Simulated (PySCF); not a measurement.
# The bond of CoSe, level by level

What are the lowest state that PBE0 finds, the bond length, vibrational wavenumber and bond energy of CoSe, and how much do these hang on the method?

The runs use PySCF 2.14.0; Co x2c-TZVPPall, Se x2c-TZVPPall, spin-free X2C with a Gaussian nucleus.

### 1 The job

The job is set up so:

```
atoms                         : Co, Se
charge                        : 0
basis                         : Co x2c-TZVPPall, Se x2c-TZVPPall
Hamiltonian                   : spin-free X2C with a Gaussian nucleus
basis functions               : 112
electrons treated             : 61
masses in u                   : 58.9332, 79.9165
levels                        : PBE0, PBE, r²SCAN, M06-L, BLYP, B3LYP, M06-2X, LC-ωPBE, HF, MP2, SCS-MP2
grid                          : 80 radial by 434 angular points
occupations                   : held fixed by the projection of orbital angular momentum
dissociation limit            : Co + Se, each in its ground configuration
starting distance in angstrom : 2.185
values of 2S to try           : 1, 3, 5, 7
```

The run is started by

```sh
$ OMP_NUM_THREADS=2 python dia.py task.json out
```

After this run come: The PBE0 curve of the state that the search chose; Higher solutions at PBE0; PBE (GGA); r²SCAN (meta-GGA); M06-L; BLYP; B3LYP; M06-2X (hybrid meta-GGA); LC-ωPBE (range-separated hybrid); ROHF (mean field).

What does the calculation give? Wanted: for each run, Re; ωe; De; μ.

As calculated:

Lowest PBE0 solution found, without spin–orbit coupling: ⁴Δ (quartet), unpaired electrons π ↑↑, δ ↑. State 2 has its PBE0 minimum 0.33 eV higher. State 3 has its PBE0 minimum 0.58 eV higher, as a spin-mixed determinant (⟨S²⟩ = 1.79), so this is no gap between pure states. State 4 has its PBE0 minimum 0.65 eV higher, as a spin-mixed determinant (⟨S²⟩ = 1.78), so this is no gap between pure states. The other levels ran on the lowest alone.

```tsv
level	Re (Å)	ωe (cm⁻¹)	De (eV)	μ (D)
ROHF	2.228	329	0.255	-7.63
ROHF-MP2	2.109	365	2.06	n/a
ROHF-SCS-MP2	2.137	352	1.78	n/a
PBE	2.098	383	4.19	-3.26
BLYP	2.120	368	3.86	-3.08
r²SCAN	2.082	398	3.59	-4.04
M06-L	2.102	388	3.42	-4.12
B3LYP	2.103	383	2.93	-4.14
PBE0	2.089	396	2.94	-4.63
M06-2X	2.146	363	1.92	-5.58
LC-ωPBE	2.047	439	3.12	-4.90
```

De is counted to Co + Se in their ground configurations. A positive dipole means Co(−)Se(+).

In words: Bond lengths run from 2.047 Å (LC-ωPBE) to 2.228 Å (ROHF). Of the levels with a De here, ROHF gives the least (0.255 eV) and PBE the most (4.19 eV).

Correlated steps freeze 14 core orbitals. With d or f electrons several states lie close, and the lowest PBE0 determinant need not be the measured ground state.
